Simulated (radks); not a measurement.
# Ni⁴⁺ in [Ne] 3s2 3p5 3d6 4s1: an all-electron calculation

An exercise on one series of results from a longer session: the logs are not shown, and one member is left open.

Method: non-relativistic Kohn-Sham, PBE, spin-polarised, spherical densities, point nucleus; open shells are filled with parallel spins first. Code: radks (a radial shooting solver on a logarithmic mesh, Libxc functionals) version 1.

### Starting point

```
element       : nickel (Z = 28)
charge        : +4
electrons     : 24
configuration : [Ne] 3s2 3p5 3d6 4s1
```

Outer shells as boxes (Hund's rule):

Ni⁴⁺
```
[Ne] core
3s [↑↓]
3p [↑↓][↑↓][↑ ]
3d [↑↓][↑ ][↑ ][↑ ][↑ ]
4s [↑ ]
```

The first run:

Settings of this run:

```text
Z 28
configuration [Ne] 3s2 3p5 3d6 4s1 4p0 5s0 4d0 4f0
relativity non-relativistic
functional pbe,pbe
spin polarised
nucleus point
```

Started as:

```bash
$ python run_ks.py task.json out
```

This one command runs every case of the session in turn.

One of the session's tables, all rows but one given; the rest of the session is left out.

It belongs to the step «Orbitals and density». Radial moments (bohr):

```
  level      <r>  outermost maximum (interpolated)  90 % within  nodes
  1s up  0.05483                            0.0361       0.0977      0
1s down  0.05483                            0.0361       0.0976      0
  2s up   0.2484                             0.208        0.384      1
2s down   0.2479                             0.207        0.383      1
  2p up   0.2167                             0.166        0.354      0
2p down   0.2162                             0.166        0.353      0
  3s up   0.7277                             0.640         1.08      2
3s down   0.7324                             0.642         1.09      2
  3p up   0.7464                             0.639         1.14      1
3p down   0.7533                             0.641         1.15      1
  3d up   0.7941                             0.592         1.30      0
3d down   0.8132                             0.598         1.34      0
  4s up    1.899                              1.73         2.74      3
4s down        ?                                 ?            ?      ?
  4p up    2.099                              1.90         3.05      2
4p down    2.134                              1.93         3.10      2
  4d up    2.634                              2.38         3.87      1
  5s up    3.760                              3.70         5.28      4
```

Estimate the missing values for 4s down.

**Answer.** <r>: 1.926; outermost maximum (interpolated): 1.75; 90 % within: 2.77; nodes: 3. In the column «<r>» it lies between 4s up (1.899) and 4p up (2.099).
